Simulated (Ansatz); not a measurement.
This script drives Ansatz 0.2.0, Python API.

`run_torsion.py`:
```python
"""Rigid torsion scan of CH4O2Sn."""

from dataclasses import dataclass

import ansatz as az
from ase import Atoms


@dataclass(frozen=True)
class Options:
    basis: str = "def2-SVP"
    functional: str = "hf"
    force_tol: float = 0.02


cfg = Options()


def main() -> None:
    atoms = Atoms(["O", "C", "O", "Sn", "H", "H", "H", "H"], positions=[
        (1.35, -0.6946, 1.4113),
        (1.6117, 0.2247, 0.5513),
        (0.6677, 0.6598, -0.4203),
        (-1.093, -0.0639, -0.5171),
        (2.6112, 0.6461, 0.5504),
        (-2.0012, 0.2573, 0.9916),
        (-1.0702, -1.7999, -0.7842),
        (-1.9839, 0.7134, -1.8388),
    ])

    # relax first, so that the scan starts from a minimum
    first = (
        az.Crystal.molecule_from_ase(atoms).calculation()
        .basis(gaussian=cfg.basis)
        .functional(cfg.functional)
        .relax(force_tolerance=cfg.force_tol, max_steps=80)
    )
    atoms.positions = first.run().report["positions_ang"]

    start = atoms.get_dihedral(1, 2, 3, 5)
    energies = {}
    for turn in range(0, 121, 15):
        turned = atoms.copy()
        turned.set_dihedral(1, 2, 3, 5, start + turn, indices=[3, 5, 6, 7])
        calculation = (
            az.Crystal.molecule_from_ase(turned).calculation()
            .basis(gaussian=cfg.basis)
            .functional(cfg.functional)
        )
        energies[round((start + turn) % 360)] = calculation.run().report["free_energy_ev"]
    floor = min(energies.values())
    print("dihedral C1-O2-Sn3-H5 (deg)   E - E(min) (kcal/mol)")
    for angle, e in sorted(energies.items()):
        print(f"{angle:8d} {23.060548 * (e - floor):14.3f}  " + "#" * int(30 * (e - floor) / max(max(energies.values()) - floor, 1e-9)))


if __name__ == "__main__":
    main()
```

It is started by `python run_torsion.py`. Estimate its wall time and peak memory on 1 thread of Arm Neoverse V1 (shared host).

It took about 38 s, with a peak of 0.26 GiB, for 10 runs of the engine.

Running `python run_torsion.py` prints:
```text
dihedral C1-O2-Sn3-H5 (deg)   E - E(min) (kcal/mol)
      62          0.000
      77          0.612  ###
      92          2.167  #############
     107          3.896  ########################
     122          4.829  ##############################
     137          4.445  ###########################
     152          3.134  ###################
     167          1.889  ###########
     182          1.607  #########
```

The scan is rigid and the energies are electronic, in a modest basis. With rigid groups the curve can differ much from the relaxed path, the start wasn't checked as a minimum of this torsion, and equivalent turns needn't return to the same energy. def2 sets replace the cores of elements past krypton by effective core potentials.

(Lines on the test bed's own set-up are left out of the output.)
